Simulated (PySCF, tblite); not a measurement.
# C4H5F3S+ (doublet): geometry, infrared bands and EPR parameters

What infrared bands and EPR parameters should C4H5F3S+ (doublet) (`C=C([S+]C)C(F)(F)F`) show?

The runs use tblite 0.8.0 and PySCF 2.14.0, with density-fitted response routines of our own; the level of theory stands in each step. All values are computed, except where a source is named. Atoms are numbered from 0 throughout.

### Step 1. Starting geometry

13 atoms, charge 1, multiplicity 2; geometry from: force field or distance geometry start.

Bonds of the start (Å): C0–C1 1.33, C1–S2 1.80, S2–C3 1.77, C1–C4 1.50, C4–F5 1.40, C4–F6 1.38, C4–F7 1.38, C0–H8 1.09, C0–H9 1.09, C3–H10 1.14, C3–H11 1.12, C3–H12 1.11.

### Step 2. Relaxing the molecule with GFN2-xTB

The job: settings as JSON, then the geometry in Å.

```
{"job": {"kind": "relax", "xc": "GFN2-xTB", "basis": "xTB"}, "charge": 1, "multiplicity": 2}
C     -1.658600     1.288500    -0.602100
C     -0.698000     0.448800    -0.227100
S      0.985000     1.093500    -0.294500
C      2.233100    -0.058400     0.213500
C     -0.990900    -0.943800     0.249900
F     -2.376500    -1.143000     0.187100
F     -0.308300    -1.892900    -0.486800
F     -0.623400    -1.111300     1.574200
H     -2.707500     0.994800    -0.590200
H     -1.416700     2.299800    -0.928200
H      1.876100    -1.136400     0.207600
H      2.632900     0.206200     1.220900
H      3.048400    -0.045400    -0.542100
```

The run is started by

```
$ OMP_NUM_THREADS=1 python probes_run.py task.json out
```

One launch serves the whole session: the jobs run in the order shown.

Standard output:

```text
step      E/eV     max force
  0    -762.16154    2.483
  1    -762.39894    1.289
  2    -762.45662    0.947
  3    -762.47595    0.460
  4    -762.49191    0.281
  5    -762.49736    0.280
  6    -762.50343    0.175
  7    -762.50618    0.146
  8    -762.50844    0.131
  9    -762.51093    0.203
 10    -762.51497    0.244
 11    -762.51970    0.206
 12    -762.52399    0.154
 13    -762.52745    0.173
 14    -762.53085    0.185
 15    -762.53433    0.136
 16    -762.53708    0.127
 17    -762.53881    0.109
 18    -762.54012    0.116
 19    -762.54134    0.103
 20    -762.54235    0.100
 21    -762.54303    0.079
 22    -762.54357    0.057
 23    -762.54421    0.068
 24    -762.54495    0.070
 25    -762.54569    0.077
 26    -762.54645    0.070
 27    -762.54737    0.086
 28    -762.54842    0.111
 29    -762.54937    0.101
 30    -762.55004    0.075
 31    -762.55058    0.061
 32    -762.55126    0.071
 33    -762.55209    0.084
 34    -762.55282    0.073
 35    -762.55341    0.066
 36    -762.55413    0.084
 37    -762.55532    0.117
 38    -762.55718    0.158
 39    -762.55943    0.162
 40    -762.56164    0.111
 41    -762.56343    0.123
 42    -762.56468    0.104
 43    -762.56541    0.081
 44    -762.56532    0.115
 45    -762.56626    0.052
 46    -762.56656    0.046
 47    -762.56770    0.081
 48    -762.56907    0.126
 49    -762.57139    0.160
 50    -762.57393    0.156
 51    -762.57644    0.132
 52    -762.57809    0.117
 53    -762.57812    0.172
 54    -762.57986    0.077
 55    -762.58045    0.065
 56    -762.58183    0.102
 57    -762.58276    0.127
 58    -762.58550    0.166
 59    -762.58824    0.161
 60    -762.59149    0.127
 61    -762.59357    0.124
 62    -762.59495    0.082
 63    -762.59562    0.121
 64    -762.59576    0.119
 65    -762.59656    0.066
 66    -762.59691    0.051
 67    -762.59732    0.053
 68    -762.59755    0.037
 69    -762.59766    0.029
 70    -762.59779    0.022
 71    -762.59790    0.023
 72    -762.59798    0.030
 73    -762.59806    0.029
 74    -762.59814    0.023
 75    -762.59819    0.018
 76    -762.59823    0.018
 77    -762.59826    0.018
 78    -762.59828    0.014
 79    -762.59831    0.011
 80    -762.59833    0.012
 81    -762.59836    0.012
 82    -762.59838    0.011
 83    -762.59840    0.014
 84    -762.59844    0.018
 85    -762.59851    0.022
 86    -762.59861    0.022
 87    -762.59869    0.020
 88    -762.59874    0.022
 89    -762.59877    0.021
 90    -762.59882    0.018
 91    -762.59888    0.017
 92    -762.59894    0.014
 93    -762.59898    0.010
 94    -762.59899    0.010
```

Wall time 0.46 s (1 thread of Arm Neoverse V2, shared host).

Along the way: (not every step is listed)

| step | energy from step 0 (eV) | largest force (eV/Å) |
| --- | --- | --- |
| 0 | 0.0000 | 2.4833 |
| 1 | -0.2374 | 1.2894 |
| 2 | -0.2951 | 0.9474 |
| 3 | -0.3144 | 0.4599 |
| 4 | -0.3304 | 0.2812 |
| 5 | -0.3358 | 0.2805 |
| 6 | -0.3419 | 0.1753 |
| 7 | -0.3446 | 0.1455 |
| 8 | -0.3469 | 0.1313 |
| 16 | -0.3755 | 0.1266 |
| 24 | -0.3834 | 0.0702 |
| 32 | -0.3897 | 0.0711 |
| 40 | -0.4001 | 0.1113 |
| 48 | -0.4075 | 0.1265 |
| 56 | -0.4203 | 0.1024 |
| 64 | -0.4342 | 0.1188 |
| 72 | -0.4364 | 0.0304 |
| 80 | -0.4368 | 0.0121 |
| 88 | -0.4372 | 0.0223 |
| 89 | -0.4372 | 0.0211 |
| 90 | -0.4373 | 0.0184 |
| 91 | -0.4373 | 0.0172 |
| 92 | -0.4374 | 0.0136 |
| 93 | -0.4374 | 0.0105 |
| 94 | -0.4375 | 0.0096 |

Close pairs (by a distance rule), those that changed most:

| bond | before (Å) | after (Å) | change (Å) |
| --- | --- | --- | --- |
| C4–F5 | 1.401 | 1.318 | -0.083 |
| C1–S2 | 1.804 | 1.750 | -0.054 |
| C4–F7 | 1.385 | 1.338 | -0.047 |
| C4–F6 | 1.382 | 1.338 | -0.044 |
| C3–H10 | 1.136 | 1.092 | -0.043 |
| C1–C4 | 1.501 | 1.528 | +0.027 |
| C3–H11 | 1.116 | 1.092 | -0.023 |
| C3–H12 | 1.112 | 1.089 | -0.022 |

The end geometry stands in the next job.

### Step 3. Infrared spectrum with GFN2-xTB

The job: settings as JSON, then the geometry in Å.

```
{"job": {"kind": "ir", "xc": "GFN2-xTB", "basis": "xTB"}, "charge": 1, "multiplicity": 2}
C     -1.650371     1.299027    -0.640542
C     -0.628323     0.514080    -0.255355
S      1.008565     1.087112    -0.489383
C      2.103177    -0.169879     0.133468
C     -0.880909    -0.857324     0.368979
F     -2.169049    -1.123955     0.453165
F     -0.296459    -1.817889    -0.356425
F     -0.355050    -0.921634     1.597510
H     -2.679958     0.988777    -0.522965
H     -1.479407     2.269308    -1.081291
H      1.982578    -1.107331    -0.414137
H      1.924071    -0.364300     1.193187
H      3.116747     0.204494    -0.003939
```

Standard output:

```text
mode    cm-1     km/mol
  1      53.9      0.01
  2      70.9      7.33
  3     175.5      9.92
  4     178.1      1.78
  5     204.8      0.00
  6     252.8      2.14
  7     317.1     10.77
  8     357.9     10.46
  9     434.6      3.47
 10     466.7     11.84
 11     533.0      9.72
 12     538.7     16.26
 13     628.9      1.26
 14     676.8      5.75
 15     757.7     39.84
 16     820.5     15.00
 17     847.4      2.42
 18     936.3     23.14
 19     943.0     22.80
 20    1039.0     86.50
 21    1057.2    312.65
 22    1106.3     83.96
 23    1162.6    229.93
 24    1291.7     82.16
 25    1339.4     77.45
 26    1357.6     25.37
 27    1369.8     22.00
 28    1537.9     22.96
 29    2974.2     40.04
 30    2984.7     90.07
 31    3035.6     29.46
 32    3067.9     78.33
 33    3108.6     12.75
```

Wall time 0.32 s (1 thread of Arm Neoverse V2, shared host).

The strongest bands and the atoms that carry them (share of the mass-weighted mode):

| cm⁻¹ | km/mol | atoms |
| --- | --- | --- |
| 1039 | 86.5 | C4 30 %, C1 15 %, H9 14 % |
| 1057 | 312.6 | C4 73 %, F7 13 %, F6 12 % |
| 1106 | 84.0 | C4 56 %, C1 13 % |
| 1163 | 229.9 | C4 57 %, C1 19 %, F5 14 % |
| 1292 | 82.2 | H10 37 %, H11 37 %, H12 14 %, C3 12 % |
| 1339 | 77.5 | H9 44 %, H8 42 %, C1 11 % |
| 2985 | 90.1 | H11 58 %, H10 38 % |
| 3068 | 78.3 | H8 74 %, H9 21 % |

### Step 4. g tensor and hyperfine couplings: B3LYP/pcH-1

Settings changed since step 3:

```diff
@@ -1,2 +1,2 @@
-{"job": {"kind": "ir", "xc": "GFN2-xTB", "basis": "xTB"}, "charge": 1, "multiplicity": 2}
+{"job": {"kind": "epr", "basis": "pcH-1"}, "charge": 1, "multiplicity": 2}
 C     -1.650371     1.299027    -0.640542
```

Method: UKS B3LYP, pcH-1 on C F H S, non-relativistic, mean-field spin-orbit, GIAO.

Standard output:

```text
UKS, coarse grid
  cycle   1  E = -852.67923298  |g| = 7.10e-01
  cycle   2  E = -852.41234301  |g| = 1.18e+00
  cycle   3  E = -852.84723748  |g| = 7.37e-02
  cycle   4  E = -852.84792494  |g| = 6.07e-02
  cycle   5  E = -852.84961492  |g| = 1.17e-02
  cycle   6  E = -852.84969007  |g| = 4.36e-03
  cycle   7  E = -852.84970475  |g| = 2.56e-03
  cycle   8  E = -852.84971015  |g| = 1.12e-03
  cycle   9  E = -852.84971160  |g| = 4.17e-04
UKS, final grid
  cycle   1  E = -852.84973076  |g| = 5.52e-04
  cycle   2  E = -852.84973064  |g| = 8.05e-04
  cycle   3  E = -852.84973092  |g| = 7.42e-05
  cycle   4  E = -852.84973093  |g| = 5.04e-05
  cycle   5  E = -852.84973093  |g| = 2.31e-05
E = -852.84973093 Eh   <S^2> = 0.7626 (exact 0.7500)
g shifts (ppm)      1          2          3
  rmc          -215       -215       -215
  gc             -4         46         46
  oz_so         -20       8811      18726
  total        -239       8642      18557
hyperfine (MHz)  atom isotope    a_iso     a_fc   dipolar eigenvalues
    0   13C      30.06      30.20    -31.87    -31.04     62.91
    1   13C     -22.66     -23.07     -1.50     -0.18      1.68
    2   33S      28.74      28.85    -68.63    -65.18    133.82
    3   13C     -12.50     -12.76     -3.72     -2.25      5.97
    4   13C      -0.48      -0.48     -0.57     -0.12      0.69
    5   19F       0.33       0.67     -4.95     -3.10      8.05
    6   19F      -0.65      -0.68     -3.39      0.99      2.41
    7   19F      -0.41      -0.44     -3.49      0.98      2.51
    8    1H     -27.87     -27.88    -15.08     -2.33     17.41
    9    1H     -25.63     -25.63    -11.74     -3.33     15.07
   10    1H      82.84      82.83     -4.41     -2.01      6.42
   11    1H      80.22      80.21     -4.37     -1.94      6.31
   12    1H      -1.11      -1.19     -2.68     -2.51      5.19
```

Wall time 83 s (1 thread of Arm Neoverse V2, shared host); peak memory 0.96 GiB.

Principal g values 2.00208, 2.01096, 2.02088; g(iso) = 2.01131, against 2.00232 for a free electron.

Hyperfine couplings; where a row names several nuclei, a(iso) is their mean (it holds for fast rotation or exchange) and the dipolar term the largest among them:

| nuclei | isotope | a(iso) (MHz) | a(iso) (G, at g = 2.0023) | largest dipolar term (MHz) |
| --- | --- | --- | --- | --- |
| H10, H11, H12 | 1H | 54.0 | 19.3 | 6.4 |
| C0 | 13C | 30.1 | 10.7 | 62.9 |
| S2 | 33S | 28.7 | 10.3 | 133.8 |
| H8 | 1H | -27.9 | -9.9 | 17.4 |
| H9 | 1H | -25.6 | -9.1 | 15.1 |
| C1 | 13C | -22.7 | -8.1 | 1.7 |
| C3 | 13C | -12.5 | -4.5 | 6.0 |
| C4 | 13C | -0.5 | -0.2 | 0.7 |
| F5, F6, F7 | 19F | -0.2 | -0.1 | 8.0 |

Mulliken spin populations:

C0 0.40; C1 -0.06; S2 0.67; C3 -0.03; C4 0.00; F5 0.00; F6 0.00; F7 0.00; H8 -0.02; H9 -0.02; H10 0.03; H11 0.03; H12 0.00

In first order the couplings over 0.8 MHz of 1H give 16 distinct lines over 76.9 G, if the averaged nuclei exchange fast; the same motion can average rows kept apart here too.

Orbitals, density, ELF and potential are computed afterwards from the orbital file.

ELF in a plane through or near 9 of the atoms.

Values, 10 rows by 14 columns:
```
0.00 0.00 0.00 0.00 0.00 0.00 0.00 0.00 0.00 0.00 0.00 0.00 0.00 0.00
0.00 0.00 0.00 0.00 0.00 0.06 0.23 0.10 0.00 0.01 0.01 0.00 0.00 0.00
0.00 0.00 0.00 0.01 0.02 0.61 0.94 0.74 0.01 0.98 0.98 0.05 0.00 0.00
0.00 0.00 0.78 0.99 0.25 0.62 0.60 0.61 0.09 0.98 0.92 0.05 0.00 0.00
0.00 0.01 0.75 0.98 0.25 0.84 0.52 0.88 0.39 0.29 0.98 0.97 0.05 0.00
0.00 0.00 0.02 0.19 0.67 0.51 0.03 0.70 0.77 0.14 0.86 0.98 0.02 0.00
0.00 0.00 0.00 0.03 0.10 0.01 0.09 0.26 0.38 0.83 0.53 0.00 0.00 0.00
0.00 0.00 0.00 0.00 0.00 0.00 0.03 0.11 0.54 0.77 0.49 0.01 0.00 0.00
0.00 0.00 0.00 0.00 0.00 0.00 0.00 0.00 0.12 0.23 0.03 0.00 0.00 0.00
0.00 0.00 0.00 0.00 0.00 0.00 0.00 0.00 0.00 0.00 0.00 0.00 0.00 0.00
```
The map spans 11.1 Å across and 9.2 Å up, centred on the molecule. Atoms in the plane (x, y in Å): C0 (2.0, 0.9), C1 (0.8, 0.4), S2 (-0.6, 1.4), C3 (-2.1, 0.4), C4 (0.6, -1.1), F5 (1.7, -1.8), H8 (2.9, 0.3), H9 (2.1, 2.0), H12 (-2.9, 1.1).

log10 of the density (e/Å³) in the same plane.

Values, 10 rows by 14 columns:
```
-4.0 -4.0 -4.0 -4.0 -4.0 -4.0 -4.0 -4.0 -4.0 -4.0 -4.0 -4.0 -4.0 -4.0
-4.0 -4.0 -4.0 -4.0 -3.3 -2.5 -2.2 -2.4 -3.0 -2.9 -3.0 -3.9 -4.0 -4.0
-4.0 -4.0 -3.5 -2.7 -2.1 -1.2 -0.7 -1.1 -1.8 -1.1 -1.3 -2.6 -4.0 -4.0
-4.0 -3.4 -1.9 -0.8 -0.8 -0.2  1.5 -0.1 -0.8  0.2 -0.2 -1.8 -3.2 -4.0
-4.0 -3.0 -1.6 -0.1  0.8  0.1 -0.1  0.2  0.4  0.8  0.2 -0.9 -2.6 -4.0
-4.0 -3.4 -2.3 -0.9  0.0 -0.4 -1.1 -0.1  0.1 -0.7 -0.5 -1.2 -2.9 -4.0
-4.0 -4.0 -3.2 -2.1 -1.5 -1.6 -0.7  0.2  0.3  0.4 -0.8 -2.5 -4.0 -4.0
-4.0 -4.0 -4.0 -3.4 -3.0 -2.1 -1.0 -0.7 -0.1  0.9 -0.7 -2.6 -4.0 -4.0
-4.0 -4.0 -4.0 -4.0 -4.0 -3.8 -2.7 -2.4 -1.8 -1.5 -2.2 -4.0 -4.0 -4.0
-4.0 -4.0 -4.0 -4.0 -4.0 -4.0 -4.0 -4.0 -4.0 -4.0 -4.0 -4.0 -4.0 -4.0
```
The map spans 11.1 Å across and 9.2 Å up, centred on the molecule. Atoms in the plane (x, y in Å): C0 (2.0, 0.9), C1 (0.8, 0.4), S2 (-0.6, 1.4), C3 (-2.1, 0.4), C4 (0.6, -1.1), F5 (1.7, -1.8), H8 (2.9, 0.3), H9 (2.1, 2.0), H12 (-2.9, 1.1).

On the surface of density 0.002 e/bohr³ the electrostatic potential runs, from the 1st to the 99th percentile, from 2.95 V near F5 to 6.10 V near H12.

The spin density lies nearest to S2 53 %; C0 25 %; C1 6 % (both signs).

### Step 5. What came out

```
                                 quantity                          value
strongest single infrared mode (GFN2-xTB)          1057 cm⁻¹, 313 km/mol
             zero-point energy (GFN2-xTB)                  50.9 kcal/mol
                           g(iso) (B3LYP)                        2.01131
                                     ⟨S²⟩             0.763 (exact 0.75)
       largest a(iso) (averaged by class)  1H on H10, H11, H12, 54.0 MHz
```

**Reading.** Over 94 steps the energy fell by 0.437 eV; of the close pairs, C4–F5 changed most, 1.401 to 1.318 Å. No mode is imaginary among the 33: a minimum at this level. The strongest single mode, at 1057 cm⁻¹, moves mainly C4. Unscaled tight-binding wavenumbers are off by several per cent, some by more. Its intensities can rank the bands wrongly. The largest share of the spin, 0.67 e, sits on S2. The isotropic g lies 9.0 ppt above the free-electron value. These values are for one conformer; the search (at its own cheap level) found 2 more, at 0.01, 2.39 kcal/mol (those within 0.05 may be mirror or relabelled copies), and measured spectra average over such forms.
